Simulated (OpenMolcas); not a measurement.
# Er²⁺ among point charges: CASSCF and CASPT2 levels and susceptibility

Aim: the splitting of the states of Er²⁺ in the field of 6 point charges, its lowest levels with spin-orbit coupling and its magnetic susceptibility.

Method: state-averaged CASSCF and CASPT2, spin-orbit coupling by RASSI with atomic mean-field integrals. Code: OpenMolcas 26.06.

## Step 1: Starting point

* Species: Er²⁺ (erbium, Z = 68, 66 electrons)
* Basis: ANO-RCC-VDZP [7s6p4d2f1g], 68 functions
* Scalar Hamiltonian: DKH2, point nucleus
* Inactive shells: 1s 2s 2p 3s 3p 3d 4s 4p 4d 5s 5p
* Active space: 12 electrons in 7 orbitals (4f)
* Some configurations of this space: 4f12
* Orbitals: optimised for the highest spin of each parity, averaged over all roots

The outer shells:

4f12
```
4f [↑↓][↑↓][↑↓][↑↓][↑↓][↑ ][↑ ]
```

The ion sits among 6 point charges of -0.5 e arranged as a tetragonal octahedron (D4h), 2.97 Å from the ion, with the axial distance 3.208 Å.

The work runs as a chain of OpenMolcas steps in one folder; each step below is one input file. Labels, J, g values, rates, χT and fits are worked out afterwards by a script from the matrices that RASSI stores. The input lists half of the charges; inversion (Group=XYZ) makes the rest.

## Step 2: GATEWAY and SEWARD: basis and integrals

Input file a.inp:

```
&GATEWAY
Coord
1

Er 0.0 0.0 0.0
Basis=ANO-RCC-VDZP
Group=XYZ
NoMove
AngMom=0.0 0.0 0.0
AMFI
XField
3 Angstrom 0
2.970000 0.000000 0.000000 -0.500000
0.000000 2.970000 0.000000 -0.500000
0.000000 0.000000 3.207600 -0.500000
&SEWARD
```

The run is started by

```bash
$ OMP_NUM_THREADS=1 MOLCAS_MEM=2252 MOLCAS_PROJECT=a pymolcas a.inp > a.log
```

## Step 3: CASSCF: triplets of even parity, 21 roots

Input file a.inp:

```
&RASSCF
FileOrb=start.orb
Symmetry=1
Spin=3
nActEl=12 0 0
Inactive=15 12
Ras2=0 7
CIRoot=21 21 1
SDav=21
CIMx=300
Iter=120 100
PrWF=0.3
OrbListing=Nothing
MaxOrb=0
>>> COPY $Project.JobIph JOB001
```

start.orb holds the contracted functions of the basis, ordered by shell, or the orbitals of the step before.

## Step 4: CASSCF: singlets of even parity, 28 roots

Input file a.inp:

```
&RASSCF
FileOrb=start.orb
Symmetry=1
Spin=1
nActEl=12 0 0
Inactive=15 12
Ras2=0 7
CIRoot=28 28 1
SDav=28
CIMx=300
Iter=120 100
PrWF=0.3
OrbListing=Nothing
MaxOrb=0
CIOnly
>>> COPY $Project.JobIph JOB002
```

## Step 5: State interaction with spin-orbit coupling

Input file a.inp:

```
&RASSI
NrOfJobIphs=2 21 27
1 2 3 4 5 6 7 8 9 10 11 12 13 14 15 16 17 18 19 20 21
1 2 3 4 5 6 7 8 9 10 11 12 13 14 15 16 17 18 19 20 21 22 23 24 25 26 27
IphNames
JOB001
JOB002
EJob
SpinOrbit
DIPRint=1.0
SOCoupling=1000.0
Subsets=2
Property=9
'ANGMOM' 1 'ANGMOM' 2 'ANGMOM' 3 'MLTPL  1' 1 'MLTPL  1' 2 'MLTPL  1' 3
'AMFI' 1 'AMFI' 2 'AMFI' 3
SOProperty=3
'ANGMOM' 1 'ANGMOM' 2 'ANGMOM' 3
```

## Step 6: CASPT2: IPEA 0.25, imaginary shift 0.1 (closed shells correlated: 5s 5p)

Input file a.inp:

```
>>> COPY JOB001 $Project.JobIph
&CASPT2
Multistate=21 1 2 3 4 5 6 7 8 9 10 11 12 13 14 15 16 17 18 19 20 21
NoMult
Frozen=14 9
IPEA=0.25
Imaginary=0.1
MaxIter=60
WThr=0.0 0.3 0.05
PrWF=0.5
NoMix
>>> COPY JOB002 $Project.JobIph
&CASPT2
Multistate=27 1 2 3 4 5 6 7 8 9 10 11 12 13 14 15 16 17 18 19 20 21 22
23 24 25 26 27
NoMult
Frozen=14 9
IPEA=0.25
Imaginary=0.1
MaxIter=60
WThr=0.0 0.3 0.05
PrWF=0.5
NoMix
```

(Steps that only read results are left out.)

**Question.** What will these runs give? Wanted: spin-free ground state; first state of the same spin within the active space; lowest level; next level.

The runs gave:

| quantity | value |
| --- | --- |
| method | SS-CASPT2, IPEA 0.25, imaginary shift 0.1 (closed shells correlated: 5s 5p) |
| spin-free ground state | 3E, 2-fold in its orbital part |
| first state of the same spin within the active space | 3A2 at 86.8 cm⁻¹ |
| lowest level | 1-fold B2 |
| next level | 0.2 cm⁻¹ |
| χT at 300 K | 7.13 cm³ K/mol |
| effective moment at 300 K | 7.55 μB |

Cost by method:

```
                                              method  time of its own steps  time with the reference
                                           A. CASSCF                  9.1 s                    9.1 s
B. SS-CASPT2, IPEA 0.25, imaginary shift 0.1, +5s 5p                   11 s                     20 s
```

Times are of one thread on a shared host.

The spin-free ground state (3E) comes to 100 % from free-ion H terms and keeps the highest spin of the shell. The singlets rest on orbitals optimised for another spin in at least one step, which raises them against the optimised states. Not all states of the active space went into the spin-orbit step. CASPT2 does not keep the components of a term degenerate, and the means are used. This is an electrostatic model: the charges have no orbitals.
